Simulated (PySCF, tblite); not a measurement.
# C6H13AlBCl: geometry, infrared bands and NMR shifts

What infrared bands and NMR shifts should C6H13AlBCl (`CB(C)/C=C(/C)[CH2][AlH][Cl]`) show?

Computed with tblite 0.8.0 and PySCF 2.14.0, with density-fitted response routines of our own, on a single molecule in the gas phase. Atoms are numbered from 0 throughout.

## Step 1: The molecule as given

22 atoms, charge 0, multiplicity 1; geometry from: force field or distance geometry start.

Bonds of the start (Å): C0–B1 1.60, B1–C2 1.61, B1–C3 1.58, C3–C4 1.33, C4–C5 1.51, C4–C6 1.49, C6–Al7 1.99, Al7–Cl8 2.21, C0–H9 1.12, C0–H10 1.10, C0–H11 1.09, C2–H12 1.10, C2–H13 1.10, C2–H14 1.09, C3–H15 1.06, C5–H16 1.11, C5–H17 1.12, C5–H18 1.08, C6–H19 1.13, C6–H20 1.09, Al7–H21 1.61.

## Step 2: Relaxing the molecule with GFN2-xTB

Job settings and geometry (Å):

```
{"job": {"kind": "relax", "xc": "GFN2-xTB", "basis": "xTB"}, "charge": 0, "multiplicity": 1}
C      1.993800     1.488400    -0.464000
B      1.427800     0.084700     0.061500
C      2.601800    -0.885800     0.591400
C      0.302800    -0.553400    -0.837600
C     -0.914900    -0.631400    -0.302300
C     -2.058000    -1.225100    -1.096200
C     -1.237700    -0.128900     1.060800
Al    -2.615700     1.297500     0.911500
Cl    -3.370500     2.445100     2.640000
H      2.778200     1.221300    -1.212900
H      1.216000     2.071400    -0.978800
H      2.483500     2.033400     0.345700
H      3.562300    -0.567900     0.148200
H      2.669800    -0.792500     1.683900
H      2.434300    -1.909500     0.246900
H      0.560200    -0.910600    -1.802800
H     -3.015100    -1.015000    -0.575800
H     -1.908600    -2.330700    -1.023500
H     -2.099200    -0.858000    -2.113600
H     -1.767100    -0.999900     1.555400
H     -0.380400     0.139100     1.673600
H     -2.673700     2.047100    -0.512500
```

Command:

```
$ OMP_NUM_THREADS=1 python probes_run.py task.json out
```

The driver reads the jobs from task.json and runs them one after another.

**Question.** This job is followed by: GFN2-xTB harmonic vibrations, gas phase; GIAO PBE0/pcSseg-1 NMR shielding, non-relativistic, gas phase. What will the session give for the following? strongest single infrared mode (GFN2-xTB); zero-point energy (GFN2-xTB); ¹³C shifts against TMS (PBE0/pcSseg-1, means over atoms taken as alike); ¹H shifts against TMS (PBE0/pcSseg-1, means over atoms taken as alike); ¹¹B shifts against BF3·OEt2 (PBE0/pcSseg-1); ²⁷Al shifts against AlH4- (PBE0/pcSseg-1); ³⁵Cl shifts against HCl (PBE0/pcSseg-1).

**Answer**, as computed:

```
                                                               quantity                               value
                              strongest single infrared mode (GFN2-xTB)                654 cm⁻¹, 311 km/mol
                                           zero-point energy (GFN2-xTB)                      106.6 kcal/mol
¹³C shifts against TMS (PBE0/pcSseg-1, means over atoms taken as alike)  182.3, 136.5, 34.8, 34.2, 23.2 ppm
 ¹H shifts against TMS (PBE0/pcSseg-1, means over atoms taken as alike)    6.48, 4.37, 2.07, 2.04, 0.80 ppm
                            ¹¹B shifts against BF3·OEt2 (PBE0/pcSseg-1)                            67.9 ppm
                              ²⁷Al shifts against AlH4- (PBE0/pcSseg-1)                           127.7 ppm
                                ³⁵Cl shifts against HCl (PBE0/pcSseg-1)                              53 ppm
```

In words: Over 272 steps the energy fell by 1.381 eV; of the close pairs, Al7–Cl8 changed most, 2.208 to 2.029 Å. All 60 modes are real, so the xTB geometry is a minimum. The strongest single mode, at 654 cm⁻¹, moves mainly Al7, H21 and C6. GFN2-xTB is a fitted tight-binding method: band positions and strengths are rough. Its intensities can rank the bands wrongly. The most deshielded hydrogen is H15 (hydrogen on an alkene CH), at 6.48 ppm: olefinic region. At PBE0/pcSseg-1: The widest tensor belongs to C4: span 266 ppm, with a paramagnetic part of -258 ppm.
